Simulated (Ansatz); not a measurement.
Consider vertical energies of changing the electron count of FGeH5O2Si, SMILES O[Si](O)(F)[GeH3] (the Ansatz DFT code, driven from Python).

The script, `ip_fgeh5o2si.py`:
```python
import ansatz


def total_energy(molecule, charge=0, unpaired=0):
    calc = (
        molecule.calculation()
        .basis(gaussian="def2-SVPD")
        .functional("pbe")
    )
    if charge:
        calc = calc.charge(charge)
    if unpaired:
        calc = calc.spin("collinear", total=unpaired)
    report = calc.run(threads=1, pin="off").report
    if report["published_state_doubts"]:
        print("  doubts:", report["published_state_doubts"])
    return report["free_energy_ev"]


def main() -> None:
    molecule = (
        ansatz.Crystal.molecule()
        .atom("O", (-0.6056, 0.7034, -1.78))
        .atom("Si", (-0.3021, -0.5153, -0.6836))
        .atom("O", (1.0166, -1.4096, -1.2635))
        .atom("F", (-1.5595, -1.5222, -0.5466))
        .atom("Ge", (0.197, 0.3883, 1.3701))
        .atom("H", (-1.4375, 1.2274, -1.4024))
        .atom("H", (1.815, -0.7511, -1.2904))
        .atom("H", (-0.9834, 1.2282, 1.8872))
        .atom("H", (0.5135, -0.7286, 2.4305))
        .atom("H", (1.4292, 1.3283, 1.2818))
    )

    parent = total_energy(molecule, 0, 0)
    cation = total_energy(molecule, 1, 1)
    print(f"E(N)   = {parent:.5f} eV")
    print(f"E(N-1) = {cation:.5f} eV  (1 unpaired)")
    print(f"vertical ionisation energy {cation - parent:.3f} eV")
    anion = total_energy(molecule, -1, 1)
    print(f"E(N+1) = {anion:.5f} eV  (1 unpaired)")
    print(f"vertical electron affinity {parent - anion:.3f} eV" + ("" if anion < parent else " (unbound in this basis)"))
    print(f"fundamental gap IP - EA = {cation + anion - 2 * parent:.3f} eV")


if __name__ == "__main__":
    main()
```

What does it cost to change the electron count at this fixed geometry?

At this unrelaxed geometry removing an electron costs 10.06 eV and an added one is unbound in this basis (by 0.39 eV).

The output:

Output of `python ip_fgeh5o2si.py`:
```text
E(N)   = -71258.26900 eV
E(N-1) = -71248.20743 eV  (1 unpaired)
vertical ionisation energy 10.062 eV
E(N+1) = -71257.87419 eV  (1 unpaired)
vertical electron affinity -0.395 eV (unbound in this basis)
fundamental gap IP - EA = 10.456 eV
```

What to keep in mind:
- Total energies depend on the basis set; only differences at equal settings carry meaning.
- The geometry is a force-field or estimated start, not a minimum of this method, and the basis set is short of its limit. All parts are taken at fixed geometry, without zero-point energy. At an unrelaxed start these energies can be a whole eV from those at the minimum, and a small affinity can change sign.
- A negative electron affinity means that the anion is unbound here; its size hangs on the basis and tends to about zero as the basis grows, and so does its part in any gap built on it.
- Finished in 57 s on 1 thread of Arm Neoverse V1, on a shared host, peak memory 0.42 GiB.
